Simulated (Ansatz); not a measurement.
# C2H5BCl2O: the cost of one run

Method: DFT PBE+D3(BJ), Gaussian basis def2-SVP, and further levels as typed in the inputs, in Ansatz 0.2.0.

### Step 1. The starting structure

Bond lengths: C1–C2 1.521 Å, C2–O3 1.410 Å, O3–B4 1.473 Å, B4–Cl5 1.844 Å, B4–Cl6 1.844 Å, C1–H7 1.111 Å, C1–H8 1.111 Å, C1–H9 1.111 Å, C2–H10 1.116 Å, C2–H11 1.116 Å. Angles (14 of 16 angles, heavy atoms first): C1–C2–O3 109.0°, C2–O3–B4 108.8°, O3–B4–Cl5 120.0°, O3–B4–Cl6 120.0°, Cl5–B4–Cl6 119.8°, C1–C2–H10 107.8°, C1–C2–H11 107.8°, O3–C2–H10 111.2°, O3–C2–H11 111.2°, C2–C1–H7 110.0°, C2–C1–H8 110.0°, C2–C1–H9 109.8°, H10–C2–H11 109.6°, H7–C1–H8 109.2°.

Coordinates:

```xyz
11

C    -1.6997   -0.1051    0.1488
C    -0.2350   -0.2560   -0.2340
O     0.5396    0.6117    0.5625
B     1.9558    0.4611    0.1874
Cl    2.6923    1.5616   -1.0958
Cl    3.0258   -0.7406    1.0881
H    -2.0308    0.9417   -0.0196
H    -1.8416   -0.3645    1.2195
H    -2.3224   -0.7838   -0.4716
H     0.0534   -1.3214   -0.0682
H    -0.1373   -0.0049   -1.3171
```

### Step 2. Relaxing the atoms: C2H5BCl2O

input.yaml reads:

```yaml
relax:
  f_tol: 0.01
  max_steps: 200
crystal:
  periodic: [false, false, false]
  atoms:
    - { symbol: C, position_ang: [-1.699704, -0.105077, 0.148793] }
    - { symbol: C, position_ang: [-0.235044, -0.256002, -0.233972] }
    - { symbol: O, position_ang: [0.539616, 0.611723, 0.562455] }
    - { symbol: B, position_ang: [1.955754, 0.461126, 0.187438] }
    - { symbol: Cl, position_ang: [2.69233, 1.561626, -1.095794] }
    - { symbol: Cl, position_ang: [3.025841, -0.740559, 1.088102] }
    - { symbol: H, position_ang: [-2.030793, 0.941728, -0.019627] }
    - { symbol: H, position_ang: [-1.841571, -0.364481, 1.219478] }
    - { symbol: H, position_ang: [-2.322444, -0.783798, -0.471585] }
    - { symbol: H, position_ang: [0.053364, -1.321401, -0.068206] }
    - { symbol: H, position_ang: [-0.137349, -0.004885, -1.317082] }
basis:
  gaussian: { orbitals: def2-SVP }
hamiltonian:
  xc: pbe
  dispersion: d3bj
```

On the command line:

```bash
$ ansatz run input.yaml --threads 2 --pin off --max-ram 6144MiB --backend cpu --events-out ev --progress --plain --runs-dir out
```

**Question.** How long does this run take on 2 threads of Intel Xeon at 2.50GHz (Skylake/Cascade Lake), shared host, and how much memory does it need?

About 3.7 min, with a peak of 0.17 GiB.
